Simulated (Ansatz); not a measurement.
**C2H7BN2: one species, many methods**

An exercise on one series of results from a longer session: the logs are not shown, and one member is left open.

Method: functionals in def2-TZVPP, the program's frozen cores in correlated methods; program: Ansatz 0.2.0, Gaussian basis.

Levels to be run: PBE-D4, r2SCAN-D4, PBE0-D4, B3LYP-D4, ωB97X-V, ωB97M-V, B2PLYP; CCSD(T)/def2-TZVPP; MP2/def2-QZVPP; extrapolation to the limit.

## The geometry

All runs share one geometry, relaxed beforehand with PBE0-D4 in a triple-zeta def2 set.

SMILES `NB1CNC1`, 12 atoms, charge 0, spin multiplicity 1.

Atoms are counted from 1 here; the program's logs count them from 0.

Bond lengths: N1–B2 1.384 Å, N1–H6 1.006 Å, N1–H7 1.006 Å, B2–C3 1.586 Å, B2–C5 1.586 Å, C3–N4 1.482 Å, C3–H8 1.095 Å, C3–H9 1.101 Å, N4–C5 1.482 Å, N4–H10 1.012 Å, C5–H11 1.101 Å, C5–H12 1.095 Å. Angles: B2–N1–H6 123.1°, B2–N1–H7 123.1°, H6–N1–H7 113.8°, N1–B2–C3 135.9°, N1–B2–C5 135.9°, C3–B2–C5 88.2°, B2–C3–N4 86.2°, B2–C3–H8 121.1°, B2–C3–H9 112.3°, N4–C3–H8 114.1°, N4–C3–H9 114.1°, H8–C3–H9 107.9°, C3–N4–C5 96.2°, C3–N4–H10 115.0°, C5–N4–H10 115.0°, B2–C5–N4 86.2°, B2–C5–H11 112.3°, B2–C5–H12 121.1° and more.

Set-up of the first run:

in.yaml reads:

```yaml
crystal:
  periodic: [false, false, false]
  atoms:
    - {symbol: N, position_ang: [-1.464948, 1.286532, -0.088058]}
    - {symbol: B, position_ang: [-0.424074, 0.376902, -0.024567]}
    - {symbol: C, position_ang: [0.545220, -0.167136, 1.106771]}
    - {symbol: N, position_ang: [0.858041, -1.271173, 0.168630]}
    - {symbol: C, position_ang: [0.268152, -0.633433, -1.032275]}
    - {symbol: H, position_ang: [-1.775927, 1.821703, 0.704555]}
    - {symbol: H, position_ang: [-1.987687, 1.465372, -0.928361]}
    - {symbol: H, position_ang: [0.154552, -0.499422, 2.073767]}
    - {symbol: H, position_ang: [1.388682, 0.513893, 1.298046]}
    - {symbol: H, position_ang: [1.840417, -1.500722, 0.091437]}
    - {symbol: H, position_ang: [1.002325, -0.136303, -1.684706]}
    - {symbol: H, position_ang: [-0.327953, -1.311414, -1.651239]}
basis:
  gaussian: {orbitals: def2-TZVPP}
hamiltonian: {xc: pbe, dispersion: d4}
output: {forces: true, orbitals: {seedname: orbitals}}
```

On the command line:

```console
ansatz run in.yaml --threads 4 --pin off --events-out ev --progress --plain --max-ram 10444MiB
```

Among the steps run: PBE-D4 (GGA); r2SCAN-D4 (meta-GGA); PBE0-D4 (hybrid); B3LYP-D4 (hybrid); ωB97X-V (range-separated); ωB97M-V (range-separated); B2PLYP (double hybrid); CCSD(T) in def2-TZVPP; MP2 in def2-QZVPP.

One table of the session follows, with a row left open; its other results are not shown here.

It belongs to the step «Atomisation energies». 

| method | atomisation energy (eV) |
| --- | --- |
| PBE-D4 | 49.848 |
| r2SCAN-D4 | 48.388 |
| PBE0-D4 | 48.866 |
| B3LYP-D4 | 48.634 |
| ωB97X-V | 48.611 |
| ωB97M-V | ? |
| B2PLYP | 47.990 |
| HF/def2-TZVPP | 34.316 |
| MP2/def2-TZVPP | 47.651 |
| CCSD/def2-TZVPP | 46.117 |
| CCSD(T)/def2-TZVPP | 46.855 |
| MP2/CBS | 48.977 |
| CCSD(T)/CBS | 48.181 |

Q: Estimate the row for ωB97M-V from the others.

As computed: atomisation energy (eV): 48.704. In the column «atomisation energy (eV)» it lies between B3LYP-D4 (48.634) and PBE0-D4 (48.866).
